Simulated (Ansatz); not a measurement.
# BF₃H₂S: taking an electron away

An exercise on one series of results from a longer session: the logs are not shown, and one member is left open.

Computed with Ansatz 0.2.0, Gaussian basis. Level: unrestricted cation, the program's frozen cores in correlated methods.

The runs, in order: UKS PBE-D4/def2-TZVPP; UKS r2SCAN-D4/def2-TZVPP; UKS PBE0-D4/def2-TZVPP; UKS B3LYP-D4/def2-TZVPP; UKS wB97X-V/def2-TZVPP; UKS wB97M-V/def2-TZVPP; UKS B2PLYP/def2-TZVPP; UHF-CCSD(T)/def2-TZVPP; UHF-MP2/def2-QZVPP; extrapolation to the limit; then −ε(HOMO) from the neutral's earlier runs with LDA (SPW92), PBE-D4, revPBE-D4, BLYP-D4, r2SCAN-D4, B97M-V, PBE0-D4, B3LYP-D4, r2SCANh-D4, r2SCAN0-D4, HSE06-D4, BHLYP-D4, CAM-B3LYP-D4, LC-ωPBE, ωB97X-V, ωB97M-V.

## The geometry

An earlier PBE0-D4 in a triple-zeta def2 set relaxation fixed the geometry.

7 atoms, charge 0, spin multiplicity 1.

Atoms are counted from 1 here; the program's logs count them from 0.

Bond lengths: F1–B2 1.317 Å, B2–F3 1.319 Å, B2–F4 1.317 Å, S5–H6 1.342 Å, S5–H7 1.342 Å. Angles: F1–B2–F3 119.5°, F1–B2–F4 119.9°, F3–B2–F4 119.5°, H6–S5–H7 92.4°.

The first run:

Contents of in.yaml:

```yaml
crystal:
  periodic: [false, false, false]
  atoms:
    - {symbol: F, position_ang: [0.514097, -1.099425, 1.528312]}
    - {symbol: B, position_ang: [0.250393, -1.202826, 0.241962]}
    - {symbol: F, position_ang: [-1.001098, -1.327846, -0.156851]}
    - {symbol: F, position_ang: [1.228474, -1.415196, -0.614130]}
    - {symbol: S, position_ang: [0.278630, 1.617165, -0.161440]}
    - {symbol: H, position_ang: [-0.886439, 1.812909, 0.475694]}
    - {symbol: H, position_ang: [-0.322857, 1.547217, -1.359347]}
basis:
  gaussian: {orbitals: def2-TZVPP}
total_charge: 1
magnetization: {spin_polarized: true, initial_magnetization: 1}
hamiltonian: {xc: pbe, dispersion: d4}
```

Launch:

```console
> ansatz run in.yaml --threads 2 --pin off --events-out ev --progress --plain --max-ram 32768MiB --backend cpu
```

Among the steps run: Cation, UKS PBE-D4/def2-TZVPP; Cation, UKS r2SCAN-D4/def2-TZVPP; Cation, UKS PBE0-D4/def2-TZVPP; Cation, UKS B3LYP-D4/def2-TZVPP; Cation, UKS wB97X-V/def2-TZVPP; Cation, UKS wB97M-V/def2-TZVPP; Cation, UKS B2PLYP (frozen core)/def2-TZVPP; Cation, UHF-CCSD(T)/def2-TZVPP; Cation, UHF-MP2/def2-QZVPP.

One of the session's tables, all rows but one given; the rest of the session is left out.

For comparison, −ε(HOMO) of the neutral from earlier runs:

| functional | −ε(HOMO) (eV) |
| --- | --- |
| LDA (SPW92) | 7.12 |
| PBE-D4 | 6.96 |
| revPBE-D4 | 6.90 |
| BLYP-D4 | 6.79 |
| r2SCAN-D4 | 7.26 |
| B97M-V | 7.32 |
| PBE0-D4 | 8.26 |
| B3LYP-D4 | 8.00 |
| r2SCANh-D4 | 7.73 |
| r2SCAN0-D4 | 8.45 |
| HSE06-D4 | 7.86 |
| BHLYP-D4 | 9.41 |
| CAM-B3LYP-D4 | 9.62 |
| LC-ωPBE | 11.05 |
| ωB97X-V | 10.66 |
| ωB97M-V | ? |

Q: Estimate the row for ωB97M-V from the others.

As computed: −ε(HOMO) (eV): 10.48. In the column «−ε(HOMO) (eV)» it lies between CAM-B3LYP-D4 (9.62) and ωB97X-V (10.66).
